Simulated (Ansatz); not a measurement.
# Ti: the cost of one run

Program: Ansatz 0.2.0. Level of theory: DFT r2SCAN, scalar-relativistic, plane waves, PAW. These are calculated values, not measurements.

### 1 Starting point

It takes space group Fm-3m (No. 225, cubic). Conventional cell: a = 4.060 Å, b = 4.060 Å, c = 4.060 Å, α = 90.00°, β = 90.00°, γ = 90.00°. Ti (site symmetry m-3m) has 12 Ti at 2.87 Å in its first shell of neighbours.

Coordinates:

```cif
data_structure
_symmetry_space_group_name_H-M 'P 1'
_symmetry_Int_Tables_number 1
_cell_length_a 2.8709
_cell_length_b 2.8709
_cell_length_c 2.8709
_cell_angle_alpha 60.000
_cell_angle_beta 60.000
_cell_angle_gamma 60.000
_cell_volume 16.73
loop_
_atom_site_label
_atom_site_type_symbol
_atom_site_fract_x
_atom_site_fract_y
_atom_site_fract_z
_atom_site_occupancy
Ti1 Ti 0.00000 0.00000 0.00000 1
```

No relaxation comes first: the listed cell is the starting point.

### 2 The reference cell

The reference gives a free energy of -2504.2989 eV, pressure 4.41 GPa, largest force 0.000 eV/Å and gap on the mesh none (metal). It was computed beforehand with the settings of the runs below.

### 3 Setting up biaxial against axial strain

The cell is strained by p along both x and y and by q along z, with fractional coordinates fixed.

### 4 At p = -0.080, q = -0.080

The input, input.yaml:

```yaml
crystal:
  lattice:
    - [0.0, 1.8676, 1.8676]
    - [1.8676, 0.0, 1.8676]
    - [1.8676, 1.8676, 0.0]
  atoms:
    - { symbol: Ti, position: [0.0, 0.0, 0.0] }
basis:
  ecutwfc: 500
kpoints:
  mp_grid: { grid: [20, 20, 20] }
hamiltonian:
  xc: r2scan
scf:
  occupations: { method: gaussian, width: 0.15 }
output:
  forces: true
  stress: true
  eigenvalues: true
```

The run is started by

```
$ ansatz run input.yaml --threads 1 --pin off --max-ram 2560MiB --backend cpu --events-out ev --progress --plain --runs-dir out
```

What time and memory should one allow on 1 thread of Arm Neoverse V1, shared host?

About 4.4 s, with a peak of 0.35 GiB.
